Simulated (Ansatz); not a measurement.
**ZrAg3 (AuCu3 type): from the first guess to the electronic structure**

Task: find the zero-pressure cell of ZrAg3 (AuCu3 type) and describe its electrons. This structure was made by substitution into a known type, so it needn't be the compound's stable form.

Method: DFT PBE, scalar-relativistic, plane waves, PAW, in Ansatz 0.2.0.

## (1) Starting point

It takes space group Pm-3m (No. 221, cubic). The conventional cell has a = 4.161 Å, b = 4.161 Å, c = 4.161 Å, α = 90.00°, β = 90.00°, γ = 90.00°. Zr (site symmetry m-3m) is surrounded by 12 Ag at 2.94 Å. Around Ag (site symmetry 4/mmm) lie 4 Zr at 2.94 Å and 8 Ag at 2.94 Å.

Coordinates:

```xyz
4
Lattice="4.1607 0.0000 0.0000 0.0000 4.1607 0.0000 0.0000 0.0000 4.1607" Properties=species:S:1:pos:R:3 pbc="T T T"
Zr    0.0000    0.0000    0.0000
Ag    0.0000    2.0804    2.0804
Ag    2.0804    2.0804    0.0000
Ag    2.0804    0.0000    2.0804
```

## (2) At the starting volume

input.yaml

```yaml
crystal:
  lattice:
    - [4.1607453669, 0.0, 0.0]
    - [0.0, 4.1607453669, 0.0]
    - [0.0, 0.0, 4.1607453669]
  atoms:
    - { symbol: Zr, position: [0.0, 0.0, 0.0] }
    - { symbol: Ag, position: [0.0, 0.5, 0.5] }
    - { symbol: Ag, position: [0.5, 0.5, 0.0] }
    - { symbol: Ag, position: [0.5, 0.0, 0.5] }
basis:
  ecutwfc: 420
  ecutrho_ratio: 4
kpoints:
  mp_grid: { grid: [8, 8, 8] }
hamiltonian:
  xc: pbe
scf:
  occupations: { method: gaussian, width: 0.05 }
output:
  forces: true
  stress: true
  eigenvalues: true
```

On the command line:

```bash
$ ansatz run input.yaml --threads 2 --pin off --max-ram 2662MiB --backend cpu --events-out ev --progress --plain --runs-dir out
```

The runs that follow: A step to a new volume; A step to a new volume; Bands and density of states at the final cell.

Before running it: what results should come out? Wanted: space group; conventional cell; volume; pressure; gap; states at the Fermi level; Bader charges.

As calculated:

| quantity | value |
| --- | --- |
| space group | Pm-3m (No. 221) |
| conventional cell | a = 4.273 Å, b = 4.273 Å, c = 4.273 Å, α = 90.00°, β = 90.00°, γ = 90.00° |
| volume | 19.500 Å³/atom |
| pressure | 0.02 GPa |
| gap | none (metal) |
| states at the Fermi level | about 6 per eV per cell |
| Bader charges | Zr +1.51; Ag -0.50 e |

In words: Over the 3 runs shown the cell moved from 18.01 to 19.50 Å³/atom, a change of +8.3 %, where the pressure is zero within 0.02 GPa. It comes out metallic; the largest share of the states at the Fermi level is Zr 4d (78 % of the projected weight). The Bader partition leaves Zr most positive, at +1.51 e.
